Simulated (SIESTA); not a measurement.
ZrTiB4:

```
CELL_PARAMETERS angstrom
3.09712 0.00000 0.00000
-1.54856 2.68219 0.00000
0.00000 0.00000 6.79450
ATOMIC_POSITIONS crystal
Zr 0.00000 0.00000 0.50000
Ti 0.00000 0.00000 0.00000
B 0.66667 0.33333 0.23357
B 0.66667 0.33333 0.76643
B 0.33333 0.66667 0.23357
B 0.33333 0.66667 0.76643
```

The cell comes from a database or a generator and needn't be the stable form of this composition.

- Program: SIESTA 5.4.2
- Task: single point
- Functional: PBEsol
- Potentials or basis: PseudoDojo 0.4 standard (PBEsol files)
- Basis: DZP (energy shift 0.003 Ry; two zetas on semicore shells)
- Grid cutoff: 800 Ry
- Energy shift: 0.003 Ry
- k mesh: 10 × 10 × 4
- Occupations: fermi-dirac, width 0.05 eV
- Spin: no spin polarisation

On this cell: pressure -3.1 GPa; largest force 0.070 eV/Å; band gap on the k mesh none (metal or under the smearing width).

The same run follows on a disturbed copy (atoms moved at random, drawn with an rms of 0.05 Å):

```
Zr Ti B
1.0
     3.09712    0.00000    0.00000
    -1.54856    2.68219    0.00000
     0.00000    0.00000    6.79450
Zr Ti B
1 1 4
Cartesian
  0.0390 -0.0222 3.4005
  0.0650 0.0108 0.0020
  1.5587 0.8765 1.6265
  1.5405 0.8667 5.2764
  0.0507 1.7333 1.6036
  0.0045 1.8905 5.1780
```

Q: What changes?

A: The energy (extrapolated to zero smearing) moves by +41.3 meV/atom; pressure -1.7 GPa; largest force 2.596 eV/Å; band gap on the k mesh none (metal or under the smearing width).

Forces on the atoms (eV/Å):
```
Zr  -0.341  0.321  0.211
Ti  -0.702 -0.239  0.329
B    0.798 -0.387 -0.175
B    0.494  2.059 -0.760
B   -0.527  0.792 -0.029
B    0.278 -2.546  0.425
```

Stress tensor (GPa, compression positive):
```
-0.39 -0.47 -0.10
-0.47  2.27 -0.16
-0.10 -0.16 -6.84
```

Caveats: the basis of atomic orbitals isn't converged, which shifts pressures, moduli and gaps.
